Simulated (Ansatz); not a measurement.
This was printed by a script on Ansatz 0.2.0 through its Python package, for harmonic frequencies at the relaxed geometry of ClF2H3OSi2, SMILES F[SiH](F)O[SiH2]Cl. What did the script look like? Settings (for the species named): PBE, cc-pVDZ basis, multiplicity 1.

```xyz
9

F    -1.4370   -1.8792    0.2302
Si   -0.1599   -1.4582   -0.5901
F     1.0770   -2.0777    0.1525
O     0.0722    0.1928   -0.6063
Si    0.1346    1.3577    0.5149
Cl    0.2774    3.1391   -0.5024
H    -0.2070   -1.9818   -1.9675
H     1.4069    1.2151    1.3268
H    -1.0757    1.4460    1.4249
```

```console
$ python run_freq.py
pair        before    after (A)
F0-Si1       1.5752   1.6467
Si1-F2       1.5701   1.6444
Si1-O3       1.6673   1.6685
Si1-H6       1.4743   1.4859
O3-Si4       1.6180   1.6993
Si4-Cl5      2.0564   2.0904
Si4-H7       1.5160   1.4971
Si4-H8       1.5168   1.5003
mode  1      19.3 1/cm     2.39 meV
mode  2      31.3 1/cm     3.88 meV
mode  3      83.9 1/cm    10.41 meV
mode  4     172.1 1/cm    21.34 meV
mode  5     269.3 1/cm    33.39 meV
mode  6     308.4 1/cm    38.23 meV
mode  7     382.2 1/cm    47.39 meV
mode  8     516.7 1/cm    64.06 meV
mode  9     590.6 1/cm    73.23 meV
mode 10     617.6 1/cm    76.57 meV
mode 11     701.9 1/cm    87.03 meV
mode 12     763.8 1/cm    94.70 meV
mode 13     780.7 1/cm    96.79 meV
mode 14     836.3 1/cm   103.69 meV
mode 15     875.4 1/cm   108.53 meV
mode 16     909.5 1/cm   112.76 meV
mode 17     925.8 1/cm   114.79 meV
mode 18    1018.4 1/cm   126.27 meV
mode 19    2182.6 1/cm   270.61 meV
mode 20    2210.0 1/cm   274.01 meV
mode 21    2264.9 1/cm   280.81 meV
imaginary modes: 0  zero-point energy: 1.0204 eV
T (K)   F_vib (eV)   S_vib (meV/K)   C_vib (meV/K)
 200.0      0.9310        0.8068          0.6367
 300.0      0.8347        1.1163          0.8991
 400.0      0.7085        1.4035          1.0958
 500.0      0.5549        1.6639          1.2356
 600.0      0.3766        1.8987          1.3385
deuterated (1/cm): 19 31 79 171 266 303 371 462 493 516 538 574 605 655 692 845 918 1012 1561 1600 1632
zero-point energy falls by 0.1935 eV
```

The script that was run (others could print the same):

Script `run_freq.py`:
```python
"""Vibrations and zero-point energy of ClF2H3OSi2."""

import itertools

import ansatz as az
from ase.data import atomic_numbers, covalent_radii
import numpy as np

params = {
    "basis": "cc-pVDZ",
    "functional": "pbe",
}

system = (
    az.Crystal.molecule()
    .atom("F", (-1.437, -1.8792, 0.2302))
    .atom("Si", (-0.1599, -1.4582, -0.5901))
    .atom("F", (1.077, -2.0777, 0.1525))
    .atom("O", (0.0722, 0.1928, -0.6063))
    .atom("Si", (0.1346, 1.3577, 0.5149))
    .atom("Cl", (0.2774, 3.1391, -0.5024))
    .atom("H", (-0.207, -1.9818, -1.9675))
    .atom("H", (1.4069, 1.2151, 1.3268))
    .atom("H", (-1.0757, 1.446, 1.4249))
)

base = (
    system.calculation()
    .basis(gaussian=params["basis"])
    .functional(params["functional"])
)
symbols = [site.symbol for site in system.cartesian_sites]
start = np.array([site.position_ang for site in system.cartesian_sites], dtype=float)
summary = base.relax(force_tolerance=0.003, max_steps=100).run(threads=1, backend="cpu").report
end = np.array(summary["positions_ang"])

# pairs closer than 1.2 times the sum of covalent radii, before or after
radius = [covalent_radii[atomic_numbers[s]] for s in symbols]
span = lambda where, i, j: np.linalg.norm(where[i] - where[j])
bonded = [(i, j) for i, j in itertools.combinations(range(len(symbols)), 2) if min(span(start, i, j), span(end, i, j)) < 1.2 * (radius[i] + radius[j])]
print("pair        before    after (A)")
for i, j in bonded:
    print(f"{symbols[i]}{i}-{symbols[j]}{j}".ljust(10), f"{span(start, i, j):8.4f} {span(end, i, j):8.4f}")

# frequencies need a stationary point, so they are taken at the relaxed geometry
minimum = az.Crystal.molecule()
for symbol, place in zip(symbols, end):
    minimum = minimum.atom(symbol, place.tolist())
vibrating = (
    minimum.calculation()
    .basis(gaussian=params["basis"])  # atom-centred Gaussian functions
    .functional(params["functional"])
    .phonons(temperatures=(200, 600, 100))
)
vib = vibrating.run(threads=1, backend="cpu").report["vibrations"]
sums = vib["harmonic_sums"]
modes = [m["omega_inv_cm"] for m in sums["modes_at_gamma"] if m["rigid_motion"] == "no"]
for number, w in enumerate(modes, start=1):
    print(f"mode {number:2d} {w:9.1f} 1/cm {w / 8065.544 * 1000:8.2f} meV")
print("imaginary modes:", sum(w < 0 for w in modes), " zero-point energy:", round(sums["zero_point_energy_ev"], 4), "eV")
print("T (K)   F_vib (eV)   S_vib (meV/K)   C_vib (meV/K)")
for row in zip(sums["temperatures_k"], sums["vibrational_free_energy_ev"], vib["entropy_ev_per_k"], vib["heat_capacity_ev_per_k"]):
    print(f"{row[0]:6.1f} {row[1]:11.4f} {1000 * row[2]:13.4f} {1000 * row[3]:15.4f}")

# all hydrogen replaced by deuterium
heavier = vibrating.phonons(masses={"H": 2.014102}).run(threads=1, backend="cpu").report["vibrations"]["harmonic_sums"]
print("deuterated (1/cm):", " ".join(f"{m['omega_inv_cm']:.0f}" for m in heavier["modes_at_gamma"] if m["rigid_motion"] == "no"))
print("zero-point energy falls by", round(sums["zero_point_energy_ev"] - heavier["zero_point_energy_ev"], 4), "eV")
```

The frequencies are harmonic and unscaled, in a modest basis. Run time: 8 min on 1 thread of Intel(R) Xeon(R) Platinum 8259CL CPU @ 2.50GHz (Skylake/Cascade Lake), on a shared host, peak memory 0.25 GiB.
